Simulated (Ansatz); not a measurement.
# C3H10BNO: the cost of one run

All numbers below are computed with Ansatz 0.2.0 (RKS PBE/6-31G*).

## 1. Starting point

Bond lengths (14 of 15 bonds, heavy atoms first): C1–C2 1.508 Å, C2–B3 1.580 Å, B3–N4 1.563 Å, B3–C5 1.585 Å, C5–O6 1.412 Å, C1–H7 1.125 Å, C1–H8 1.046 Å, C1–H9 1.184 Å, C2–H10 1.105 Å, C2–H11 1.092 Å, N4–H12 1.087 Å, N4–H13 0.958 Å, C5–H14 1.089 Å, C5–H15 1.132 Å. Angles (14 of 25 angles, heavy atoms first): C1–C2–B3 110.3°, C2–B3–N4 121.0°, C2–B3–C5 120.8°, N4–B3–C5 117.5°, B3–C5–O6 110.0°, C1–C2–H10 112.0°, C1–C2–H11 108.2°, B3–C2–H10 107.7°, B3–C2–H11 109.1°, C2–C1–H7 107.6°, C2–C1–H8 112.9°, C2–C1–H9 107.4°, B3–N4–H12 102.9°, B3–N4–H13 107.0°.

Coordinates:

```xyz
16

C    -1.1069   -0.9941   -1.2892
C     0.0685   -0.0563   -1.1742
B     0.5333    0.0592    0.3316
N     1.1857   -1.1544    1.0689
C     0.5478    1.4605    1.0726
O    -0.7640    1.9773    1.1565
H    -1.4672   -0.9591   -2.3545
H    -0.8749   -1.9739   -1.0076
H    -1.9817   -0.5480   -0.6277
H    -0.1770    0.9612   -1.5294
H     0.8878   -0.4624   -1.7716
H     0.3702   -1.8717    1.1232
H     1.8342   -1.5304    0.4717
H     1.1454    2.1936    0.5332
H     0.9799    1.3532    2.1139
H    -1.2038    1.5228    1.9269
```

## 2. End point A

The input, input.yaml:

```yaml
crystal:
  periodic: [false, false, false]
  atoms:
    - { symbol: C, position_ang: [-1.1069, -0.9941, -1.2892] }
    - { symbol: C, position_ang: [0.0685, -0.0563, -1.1742] }
    - { symbol: B, position_ang: [0.5333, 0.0592, 0.3316] }
    - { symbol: "N", position_ang: [1.1857, -1.1544, 1.0689] }
    - { symbol: C, position_ang: [0.5478, 1.4605, 1.0726] }
    - { symbol: O, position_ang: [-0.764, 1.9773, 1.1565] }
    - { symbol: H, position_ang: [-1.4672, -0.9591, -2.3545] }
    - { symbol: H, position_ang: [-0.8749, -1.9739, -1.0076] }
    - { symbol: H, position_ang: [-1.9817, -0.548, -0.6277] }
    - { symbol: H, position_ang: [-0.177, 0.9612, -1.5294] }
    - { symbol: H, position_ang: [0.8878, -0.4624, -1.7716] }
    - { symbol: H, position_ang: [0.3702, -1.8717, 1.1232] }
    - { symbol: H, position_ang: [1.8342, -1.5304, 0.4717] }
    - { symbol: H, position_ang: [1.1454, 2.1936, 0.5332] }
    - { symbol: H, position_ang: [0.9799, 1.3532, 2.1139] }
    - { symbol: H, position_ang: [-1.2038, 1.5228, 1.9269] }
basis:
  gaussian: { orbitals: "6-31G*" }
hamiltonian:
  xc: pbe
relax:
  f_tol: 0.015
  max_steps: 40
```

The run is started by

```bash
> ansatz run input.yaml --threads 2 --pin off --max-ram 3072MiB --backend cpu --events-out ev --progress --plain --runs-dir out
```

Q: Estimate wall time and peak memory on 2 threads of Arm Neoverse V1, shared host.

About 64 s, with a peak of 0.15 GiB.
